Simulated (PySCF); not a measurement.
# Al2H2Cl2F2 (SMILES [Cl][AlH-]1[F+][AlH-]([Cl])[F+]1): levels of theory compared

Aim: a comparison of 6 runs (HF/3-21G, HF/def2-SVP, B3LYP/6-31G*, PBE/6-31G*, PBE0/def2-SVP) of Al2H2Cl2F2. Input form: a Python script.

Program for the calculation: PySCF 2.14.0.

1 further run of the same task is left out (set aside as unsound or not needed).

## (1) The system as given

Al2H2Cl2F2: 8 atoms, total charge 0, spin state singlet. As SMILES, `[Cl][AlH-]1[F+][AlH-]([Cl])[F+]1`. The shape is that of a PBE0-D4/def2-TZVP optimisation.

Bond lengths: Cl1–Al2 2.081 Å, Al2–F3 1.819 Å, F3–Al4 1.819 Å, Al4–Cl5 2.081 Å, Al2–F6 1.819 Å, Al4–F6 1.818 Å, Al2–H7 1.559 Å, Al4–H8 1.559 Å. Some angles: Cl1–Al2–F3 109.9°, Cl1–Al2–F6 109.9°, F3–Al2–F6 80.2°, Al2–F3–Al4 99.8°, F3–Al4–Cl5 109.9°, F3–Al4–F6 80.2°, Cl5–Al4–F6 109.9°, Al2–F6–Al4 99.8°, Cl1–Al2–H7 124.9°, F3–Al2–H7 111.5°.

## (2) Energy and forces at HF/3-21G (run 1)

start.xyz reads:

```xyz
8
Al2Cl2F2H2
Cl     0.366200     2.258200     1.760100
Al     1.065300     0.711000     0.557000
F      0.102700     0.641800    -0.984300
Al    -0.887800    -0.849300    -0.664100
Cl    -2.857600    -0.317100    -0.255600
F      0.097200    -0.797600     0.863600
H      2.569000     0.384400     0.307100
H     -0.455100    -2.031400    -1.583700
```

input.py reads:

```python
# [Cl][AlH-]1[F+][AlH-]([Cl])[F+]1
from pyscf import gto, scf

mol = gto.M(
    atom='start.xyz',
    verbose=4,
    basis='3-21g',
    charge=0,
    max_memory=1860,
)

myscf = scf.RHF(mol)
myscf.conv_tol = 1e-10
myscf.kernel()
if not myscf.converged:
    myscf = myscf.newton().run(myscf.mo_coeff, myscf.mo_occ)

e_tot = myscf.e_tot
print('Final energy', e_tot)
grad = myscf.nuc_grad_method().kernel()
myscf.analyze()
```

Command:

```console
$ OMP_NUM_THREADS=1 python input.py
```

Log:

```text
PySCF version 2.14.0

[... 76 lines left out ...]
One-electron Energy =                -3247.872954634503003
[... 8 lines left out ...]
MO #4   energy= -58.1843729507184  occ= 2
[... 6 lines left out ...]
MO #11  energy= -7.95812835673965  occ= 2
[... 6 lines left out ...]
MO #18  energy= -3.28830617021367  occ= 2
[... 6 lines left out ...]
MO #25  energy= -1.10422181270606  occ= 2
[... 6 lines left out ...]
MO #32  energy= -0.701220597259031 occ= 2
[... 6 lines left out ...]
MO #39  energy= -0.474398394930286 occ= 2
[... 6 lines left out ...]
MO #46  energy= 0.203701299187427  occ= 0
[... 6 lines left out ...]
MO #53  energy= 0.379146812084282  occ= 0
[... 6 lines left out ...]
MO #60  energy= 0.835619333518204  occ= 0
[... 6 lines left out ...]
MO #67  energy= 2.12691022448138   occ= 0
[... 6 lines left out ...]
MO #74  energy= 3.87886587310113   occ= 0
[... 46 lines left out ...]
pop of  3 Al 3pz          0.38747
pop of  3 Al 4px          0.02063
pop of  3 Al 4py          0.01306
pop of  3 Al 4pz          0.01058
pop of  4 Cl 1s           1.99999
pop of  4 Cl 2s           1.99965
pop of  4 Cl 3s           1.82498
pop of  4 Cl 4s           0.00312
pop of  4 Cl 2px          1.99989
pop of  4 Cl 2py          1.99993
pop of  4 Cl 2pz          1.99993
pop of  4 Cl 3px          1.70085
pop of  4 Cl 3py          1.90457
pop of  4 Cl 3pz          1.90898
pop of  4 Cl 4px          0.00054
pop of  4 Cl 4py          0.00129
pop of  4 Cl 4pz          0.00118
pop of  5 F 1s            1.99989
pop of  5 F 2s            1.79996
pop of  5 F 3s            0.00266
pop of  5 F 2px           1.86584
pop of  5 F 2py           1.87743
pop of  5 F 2pz           1.88993
pop of  5 F 3px           0.00084
pop of  5 F 3py           0.00122
pop of  5 F 3pz           0.00148
pop of  6 H 1s            1.14490
pop of  6 H 2s            0.00188
pop of  7 H 1s            1.14490
pop of  7 H 2s            0.00188
 ** Mulliken atomic charges  **
charge of    0Cl =     -0.34488
charge of    1Al =      0.93092
charge of    2F =     -0.43925
charge of    3Al =      0.93093
charge of    4Cl =     -0.34490
charge of    5F =     -0.43925
charge of    6H =     -0.14678
charge of    7H =     -0.14679
Dipole moment(X, Y, Z, Debye):  2.97116, -2.31450, -1.79330
```

Wall time 3.6 s (1 thread of Intel Xeon at 2.70GHz, shared host); peak memory 0.15 GiB.

## (3) Energy and gradient at HF/def2-SVP (run 2)

run.py reads:

```python
# [Cl][AlH-]1[F+][AlH-]([Cl])[F+]1
import pyscf.grad
from pyscf import gto

mol = gto.M(
    atom=[
    ('Cl', (0.366200, 2.258200, 1.760100)),
    ('Al', (1.065300, 0.711000, 0.557000)),
    ('F', (0.102700, 0.641800, -0.984300)),
    ('Al', (-0.887800, -0.849300, -0.664100)),
    ('Cl', (-2.857600, -0.317100, -0.255600)),
    ('F', (0.097200, -0.797600, 0.863600)),
    ('H', (2.569000, 0.384400, 0.307100)),
    ('H', (-0.455100, -2.031400, -1.583700)),
],
    verbose=4,
    max_memory=1860,
    basis='def2-svp',
    charge=0,
)

mf = mol.RHF()
mf.conv_tol = 1e-10
mf.kernel()
if not mf.converged:
    mf = mf.newton().run(mf.mo_coeff, mf.mo_occ)

e_final = mf.e_tot
print('E(%s) = %.9f' % ('HF', e_final))
grad = mf.Gradients().kernel()
mf.analyze()
```

Command:

```console
$ OMP_NUM_THREADS=1 python run.py
```

Log:

```text
PySCF version 2.14.0

[... 81 lines left out ...]
DFT Exchange-Correlation Energy =     -112.614483297349807
[... 11 lines left out ...]
MO #10  energy= -8.02431602306324  occ= 2
[... 9 lines left out ...]
MO #20  energy= -3.28647081604607  occ= 2
[... 9 lines left out ...]
MO #30  energy= -0.755437241070702 occ= 2
[... 9 lines left out ...]
MO #40  energy= -0.46078938493784  occ= 2
[... 9 lines left out ...]
MO #50  energy= 0.320425068188672  occ= 0
[... 9 lines left out ...]
MO #60  energy= 0.599174278837473  occ= 0
[... 9 lines left out ...]
MO #70  energy= 1.03004159734877   occ= 0
[... 9 lines left out ...]
MO #80  energy= 1.22999065838984   occ= 0
[... 9 lines left out ...]
MO #90  energy= 1.69874161523768   occ= 0
[... 9 lines left out ...]
MO #100 energy= 2.37193887928063   occ= 0
[... 9 lines left out ...]
MO #110 energy= 3.7295570946265    occ= 0
[... 82 lines left out ...]
pop of  4 Cl 4pz          0.00037
pop of  4 Cl 3dxy         0.00315
pop of  4 Cl 3dyz         0.00025
pop of  4 Cl 3dz^2        0.00191
pop of  4 Cl 3dxz         0.00271
pop of  4 Cl 3dx2-y2      0.00497
pop of  5 F 1s            1.99998
pop of  5 F 2s            1.79808
pop of  5 F 3s            0.00278
pop of  5 F 2px           1.89145
pop of  5 F 2py           1.90092
pop of  5 F 2pz           1.91044
pop of  5 F 3px           0.00146
pop of  5 F 3py           0.00171
pop of  5 F 3pz           0.00197
pop of  5 F 3dxy          0.00039
pop of  5 F 3dyz          0.00061
pop of  5 F 3dz^2         0.00074
pop of  5 F 3dxz          0.00056
pop of  5 F 3dx2-y2       0.00029
pop of  6 H 1s            1.18012
pop of  6 H 2s            0.00166
pop of  6 H 2px           0.00413
pop of  6 H 2py           0.00021
pop of  6 H 2pz           0.00014
pop of  7 H 1s            1.18013
pop of  7 H 2s            0.00166
pop of  7 H 2px           0.00035
pop of  7 H 2py           0.00257
pop of  7 H 2pz           0.00157
 ** Mulliken atomic charges  **
charge of    0Cl =     -0.33087
charge of    1Al =      1.02854
charge of    2F =     -0.51139
charge of    3Al =      1.02854
charge of    4Cl =     -0.33089
charge of    5F =     -0.51139
charge of    6H =     -0.18626
charge of    7H =     -0.18627
Dipole moment(X, Y, Z, Debye):  1.47440, -1.14830, -0.88946
```

Wall time 13 s (1 thread of Intel Xeon at 2.70GHz, shared host); peak memory 0.26 GiB.

Run 3 isn't shown in full; the table further down has it.

## (4) Energy and forces at PBE/6-31G(d) (spherical functions) (run 4)

run.py reads:

```python
from pyscf import gto, dft

system = gto.M(
    atom=[
    ('Cl', (0.366200, 2.258200, 1.760100)),
    ('Al', (1.065300, 0.711000, 0.557000)),
    ('F', (0.102700, 0.641800, -0.984300)),
    ('Al', (-0.887800, -0.849300, -0.664100)),
    ('Cl', (-2.857600, -0.317100, -0.255600)),
    ('F', (0.097200, -0.797600, 0.863600)),
    ('H', (2.569000, 0.384400, 0.307100)),
    ('H', (-0.455100, -2.031400, -1.583700)),
],
    basis='6-31g*',
    charge=0,
    max_memory=1860,
    verbose=4,
)

mf = dft.RKS(system)
mf.xc = 'pbe'
mf.grids.level = 5
mf.conv_tol = 1e-10
mf.kernel()
if not mf.converged:
    mf = mf.newton().run(mf.mo_coeff, mf.mo_occ)

etot = mf.e_tot
print(f'total energy: {etot:.8f} hartree')
grad = mf.nuc_grad_method().kernel()
dip = mf.dip_moment()
pop, q = mf.mulliken_pop()
```

Command:

```console
$ OMP_NUM_THREADS=1 python run.py
```

Log:

```text
PySCF version 2.14.0

[... 79 lines left out ...]
converged SCF energy = -1605.55397172182
total energy: -1605.55397172 hartree
[... 12 lines left out ...]
Dipole moment(X, Y, Z, Debye):  1.50752, -1.17410, -0.90957
[... 74 lines left out ...]
pop of  4 Cl 2py          1.99092
pop of  4 Cl 2pz          1.99095
pop of  4 Cl 3px          1.14628
pop of  4 Cl 3py          1.24936
pop of  4 Cl 3pz          1.24899
pop of  4 Cl 4px          0.40561
pop of  4 Cl 4py          0.62072
pop of  4 Cl 4pz          0.63104
pop of  4 Cl 3dxy         0.00257
pop of  4 Cl 3dyz         0.00025
pop of  4 Cl 3dz^2        0.00143
pop of  4 Cl 3dxz         0.00225
pop of  4 Cl 3dx2-y2      0.00376
pop of  5 F 1s            1.99710
pop of  5 F 2s            0.92096
pop of  5 F 3s            1.03401
pop of  5 F 2px           1.10220
pop of  5 F 2py           1.10322
pop of  5 F 2pz           1.10918
pop of  5 F 3px           0.70081
pop of  5 F 3py           0.69646
pop of  5 F 3pz           0.69592
pop of  5 F 3dxy          0.00129
pop of  5 F 3dyz          0.00172
pop of  5 F 3dz^2         0.00209
pop of  5 F 3dxz          0.00170
pop of  5 F 3dx2-y2       0.00101
pop of  6 H 1s            0.48581
pop of  6 H 2s            0.56353
pop of  7 H 1s            0.48581
pop of  7 H 2s            0.56353
 ** Mulliken atomic charges  **
charge of    0Cl =     -0.21725
charge of    1Al =      0.63427
charge of    2F =     -0.36767
charge of    3Al =      0.63429
charge of    4Cl =     -0.21729
charge of    5F =     -0.36766
charge of    6H =     -0.04934
charge of    7H =     -0.04935
```

Wall time 69 s (1 thread of Intel Xeon at 2.70GHz, shared host); peak memory 1 GiB.

Run 5 isn't shown in full; the table further down has it.

## (5) Energy and forces at PBE0/def2-SVP (run 6)

calc.py reads:

```python
# [Cl][AlH-]1[F+][AlH-]([Cl])[F+]1
from pyscf import gto, dft

mol = gto.M(
    atom='''
Cl   0.366200   2.258200   1.760100
Al   1.065300   0.711000   0.557000
F    0.102700   0.641800  -0.984300
Al  -0.887800  -0.849300  -0.664100
Cl  -2.857600  -0.317100  -0.255600
F    0.097200  -0.797600   0.863600
H    2.569000   0.384400   0.307100
H   -0.455100  -2.031400  -1.583700
''',
    basis='def2-svp',
    verbose=4,
    max_memory=1860,
)

ks = dft.RKS(mol)
ks.xc = 'pbe0'
ks.grids.level = 5
ks.conv_tol = 1e-10
ks.kernel()
if not ks.converged:
    ks = ks.newton().run(ks.mo_coeff, ks.mo_occ)

etot = ks.e_tot
print(f'total energy: {etot:.8f} hartree')
grad = ks.nuc_grad_method().kernel()
ks.analyze()
```

Command:

```console
$ OMP_NUM_THREADS=1 python calc.py
```

Log:

```text
PySCF version 2.14.0

[... 93 lines left out ...]
DFT Exchange-Correlation Energy =     -114.996046994512128
[... 11 lines left out ...]
MO #10  energy= -7.2646348388649   occ= 2
[... 9 lines left out ...]
MO #20  energy= -2.78439347007342  occ= 2
[... 9 lines left out ...]
MO #30  energy= -0.534900815313978 occ= 2
[... 9 lines left out ...]
MO #40  energy= -0.338070862013852 occ= 2
[... 9 lines left out ...]
MO #50  energy= 0.191346381263006  occ= 0
[... 9 lines left out ...]
MO #60  energy= 0.442219070233161  occ= 0
[... 9 lines left out ...]
MO #70  energy= 0.791397910923674  occ= 0
[... 9 lines left out ...]
MO #80  energy= 0.970335017946054  occ= 0
[... 9 lines left out ...]
MO #90  energy= 1.42086704154915   occ= 0
[... 9 lines left out ...]
MO #100 energy= 2.08773682859529   occ= 0
[... 9 lines left out ...]
MO #110 energy= 3.34563539004719   occ= 0
[... 82 lines left out ...]
pop of  4 Cl 4pz          0.00026
pop of  4 Cl 3dxy         0.00281
pop of  4 Cl 3dyz         0.00024
pop of  4 Cl 3dz^2        0.00162
pop of  4 Cl 3dxz         0.00245
pop of  4 Cl 3dx2-y2      0.00418
pop of  5 F 1s            1.99996
pop of  5 F 2s            1.79703
pop of  5 F 3s            0.00244
pop of  5 F 2px           1.86848
pop of  5 F 2py           1.88024
pop of  5 F 2pz           1.89201
pop of  5 F 3px           0.00067
pop of  5 F 3py           0.00090
pop of  5 F 3pz           0.00118
pop of  5 F 3dxy          0.00038
pop of  5 F 3dyz          0.00063
pop of  5 F 3dz^2         0.00072
pop of  5 F 3dxz          0.00053
pop of  5 F 3dx2-y2       0.00028
pop of  6 H 1s            1.14125
pop of  6 H 2s            0.00279
pop of  6 H 2px           0.00337
pop of  6 H 2py           0.00018
pop of  6 H 2pz           0.00013
pop of  7 H 1s            1.14125
pop of  7 H 2s            0.00279
pop of  7 H 2px           0.00029
pop of  7 H 2py           0.00210
pop of  7 H 2pz           0.00129
 ** Mulliken atomic charges  **
charge of    0Cl =     -0.28615
charge of    1Al =      0.87932
charge of    2F =     -0.44545
charge of    3Al =      0.87932
charge of    4Cl =     -0.28617
charge of    5F =     -0.44544
charge of    6H =     -0.14771
charge of    7H =     -0.14772
Dipole moment(X, Y, Z, Debye):  1.28282, -0.99903, -0.77386
```

Wall time 45 s (1 thread of Intel Xeon at 2.70GHz, shared host); peak memory 1.1 GiB.

## (6) Overview of the runs

```csv
run,level,integration grid,Cartesian functions,energy (Eh),dipole moment (D),HOMO energy (eV),LUMO energy (eV),wall time
1,HF/3-21G,–,no,-1595.129637,4.17,-12.71,2.63,3.6 s
2,HF/def2-SVP,–,no,-1602.642386,2.07,-12.54,2.82,13 s
3,B3LYP/6-31G* (spherical functions),5,no,-1606.483516,2.24,-8.94,-0.59,70 s
4,PBE/6-31G* (spherical functions),5,no,-1605.553972,2.12,-7.83,-1.18,69 s
5,B3LYP/6-31G* (Cartesian functions),5,yes,-1606.494974,2.24,-8.94,-0.61,59 s
6,PBE0/def2-SVP,5,no,-1605.172239,1.80,-9.20,-0.21,45 s
```

## (7) Results

```
                       quantity           value
            run 6: total energy  -1605.17224 Eh
           run 6: dipole moment          1.80 D
             run 6: HOMO energy        -9.20 eV
             run 6: LUMO energy        -0.21 eV
           run 6: HOMO–LUMO gap         8.99 eV
run 6: largest force on an atom      0.470 eV/Å
```

In words: The dipole moment (its size) runs from 1.80 D (PBE0/def2-SVP) to 4.17 D (HF/3-21G). The two ends differ in method and basis. The HOMO–LUMO gap runs from 6.65 eV (PBE/6-31G*) to 15.36 eV (HF/def2-SVP). Totals of different functionals can't be ranked against each other. All runs together took 4.3 min, the longest 70 s.
